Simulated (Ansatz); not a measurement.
# NbSnH2: the cost of one run

Program: Ansatz 0.2.0. Level of theory: DFT PBE, scalar-relativistic, plane waves, PAW. These are calculated values, not measurements.

## Step 1: Starting point

The structure is tetragonal, space group P4/mmm (No. 123). The conventional cell has a = 4.106 Å, b = 4.106 Å, c = 2.903 Å, α = 90.00°, β = 90.00°, γ = 90.00°. Nb (site symmetry 4/mmm) has 8 H at 2.51 Å as nearest neighbours. Sn (site symmetry 4/mmm) has 8 H at 2.51 Å as nearest neighbours. H (site symmetry mmm) has 4 Nb at 2.51 Å and 4 Sn at 2.51 Å as nearest neighbours.

As a file:

```
Nb Sn H
1.0
     4.10583    0.00000    0.00000
     0.00000    4.10583    0.00000
     0.00000    0.00000    2.90326
Nb Sn H
1 1 2
Direct
  0.00000 0.00000 0.00000
  0.50000 0.50000 0.00000
  0.50000 0.00000 0.50000
  0.00000 0.50000 0.50000
```

Recipe of the guess: ordered mixture on the cation sites of caesium chloride (P4/mmm, No. 123). Its size is a rough estimate.

## Step 2: The guess as it stands, on a coarse mesh

File input.yaml:

```yaml
crystal:
  lattice:
    - [4.10582529, 0.0, 0.0]
    - [0.0, 4.10582529, 0.0]
    - [0.0, 0.0, 2.90325691]
  atoms:
    - { symbol: Nb, position: [0.0, 0.0, 0.0] }
    - { symbol: Sn, position: [0.5, 0.5, 0.0] }
    - { symbol: H, position: [0.5, 0.0, 0.5] }
    - { symbol: H, position: [0.0, 0.5, 0.5] }
basis:
  ecutwfc: 420
kpoints:
  mp_grid: { grid: [4, 4, 6] }
hamiltonian:
  xc: pbe
scf:
  occupations: { method: gaussian, width: 0.1 }
  lower_state_search: "off"
output:
  forces: true
  stress: true
  eigenvalues: true
```

Launch:

```console
$ ansatz run input.yaml --threads 1 --pin off --max-ram 2560MiB --backend cpu --events-out ev --progress --plain --runs-dir out
```

**Question.** How long does this run take on 1 thread of Intel Xeon at 2.50GHz (Skylake/Cascade Lake), shared host, and how much memory does it need?

About 5 s, with a peak of 0.34 GiB.
